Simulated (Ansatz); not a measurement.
# C2H8AlBSi: up Jacob's ladder to CCSD(T)

The task here is to estimate one member of a computed series from the others.

Computed with Ansatz 0.2.0, Gaussian basis. Level: functionals in def2-TZVPP, the program's frozen cores in correlated methods.

The runs, in order: LDA (SPW92), PBE-D4, revPBE-D4, BLYP-D4, r2SCAN-D4, B97M-V, PBE0-D4, B3LYP-D4, r2SCANh-D4, r2SCAN0-D4, HSE06-D4, BHLYP-D4, CAM-B3LYP-D4, LC-ωPBE, ωB97X-V, ωB97M-V, B2PLYP, PBE-QIDH; CCSD(T)/def2-SVP; CCSD(T)/def2-TZVPP; MP2/def2-QZVPP; extrapolation to the limit; RPA on PBE.

### Structure used throughout

The geometry comes from an earlier relaxation with PBE0-D4 in a triple-zeta def2 set; it is a stationary point, not always the lowest conformer.

SMILES `[AlH2][SiH]1CBC1`, 13 atoms, charge 0, spin multiplicity 1.

Atoms are counted from 1 here; the program's logs count them from 0.

Bond lengths: Al1–Si2 2.443 Å, Al1–H6 1.589 Å, Al1–H7 1.588 Å, Si2–C3 1.954 Å, Si2–C5 1.951 Å, Si2–H8 1.489 Å, C3–B4 1.545 Å, C3–H9 1.085 Å, C3–H10 1.093 Å, B4–C5 1.545 Å, B4–H11 1.200 Å, C5–H12 1.093 Å, C5–H13 1.085 Å. Angles: Si2–Al1–H6 121.6°, Si2–Al1–H7 118.8°, H6–Al1–H7 119.6°, Al1–Si2–C3 117.9°, Al1–Si2–C5 118.7°, Al1–Si2–H8 116.2°, C3–Si2–C5 80.6°, C3–Si2–H8 108.9°, C5–Si2–H8 109.2°, Si2–C3–B4 75.7°, Si2–C3–H9 124.4°, Si2–C3–H10 99.8°, B4–C3–H9 120.9°, B4–C3–H10 118.7°, H9–C3–H10 111.6°, C3–B4–C5 109.7°, C3–B4–H11 121.3°, C5–B4–H11 121.4° and more.

Set-up of the first run:

in.yaml reads:

```yaml
crystal:
  periodic: [false, false, false]
  atoms:
    - {symbol: Al, position_ang: [-2.487045, -0.000091, 0.250274]}
    - {symbol: Si, position_ang: [-0.112633, -0.360239, 0.697290]}
    - {symbol: C, position_ang: [1.107030, 1.141565, 0.426335]}
    - {symbol: B, position_ang: [1.082797, 0.418394, -0.938386]}
    - {symbol: C, position_ang: [1.002452, -1.108404, -0.717507]}
    - {symbol: H, position_ang: [-3.598818, -0.339836, 1.333670]}
    - {symbol: H, position_ang: [-2.919654, 0.597249, -1.155568]}
    - {symbol: H, position_ang: [0.220279, -1.026684, 1.986586]}
    - {symbol: H, position_ang: [0.822909, 2.185857, 0.509230]}
    - {symbol: H, position_ang: [1.886968, 0.878790, 1.145111]}
    - {symbol: H, position_ang: [0.602074, 0.935370, -1.909259]}
    - {symbol: H, position_ang: [1.774620, -1.589900, -0.112479]}
    - {symbol: H, position_ang: [0.639221, -1.766569, -1.500398]}
basis:
  gaussian: {orbitals: def2-TZVPP}
hamiltonian: {xc: lda}
output: {orbitals: {seedname: orbitals}}
```

On the command line:

```bash
$ ansatz run in.yaml --threads 4 --pin off --events-out ev --progress --plain --max-ram 10444MiB
```

Steps of the session up to this table: LDA; PBE-D4 (GGA); revPBE-D4 (GGA); BLYP-D4 (GGA); r2SCAN-D4 (meta-GGA); B97M-V (meta-GGA); B3LYP-D4 (hybrid); r2SCANh-D4 (hybrid); r2SCAN0-D4 (hybrid); HSE06-D4 (hybrid); BHLYP-D4 (hybrid); CAM-B3LYP-D4 (range-separated); LC-ωPBE (range-separated); ωB97X-V (range-separated); ωB97M-V (range-separated); B2PLYP (double hybrid); PBE-QIDH (double hybrid).

One of the session's tables, all rows but one given; the rest of the session is left out.

It belongs to the step «Orbital energies across the functionals». 

```
  functional  HOMO (eV)  LUMO (eV)  gap (eV)
 LDA (SPW92)      -6.37      -3.17      3.21
      PBE-D4      -6.27      -2.94      3.33
   revPBE-D4      -6.22      -2.84      3.38
     BLYP-D4      -6.12      -2.81      3.31
   r2SCAN-D4      -6.48      -2.71      3.77
      B97M-V      -6.55      -2.90      3.65
     PBE0-D4      -7.33      -2.20      5.13
    B3LYP-D4      -7.13      -2.38      4.75
  r2SCANh-D4      -6.87      -2.45      4.42
  r2SCAN0-D4          ?          ?         ?
    HSE06-D4      -6.94      -2.56      4.37
    BHLYP-D4      -8.27      -1.41      6.86
CAM-B3LYP-D4      -8.58      -1.26      7.32
     LC-ωPBE      -9.89      -0.21      9.68
     ωB97X-V      -9.55      -0.32      9.23
     ωB97M-V      -9.34      -0.59      8.75
```

**Question.** Estimate the row for r2SCAN0-D4.

Worked estimate for «HOMO (eV)». Against the share of exact exchange, r2SCAN-D4 (0, -6.48), r2SCANh-D4 (0.1, -6.87) give a slope of -3.90 per unit share; at 0.25 the line stands at -7.45.

The run gave: HOMO (eV): -7.46; LUMO (eV): -2.07; gap (eV): 5.39. In «HOMO (eV)» the line misses by +0.01.
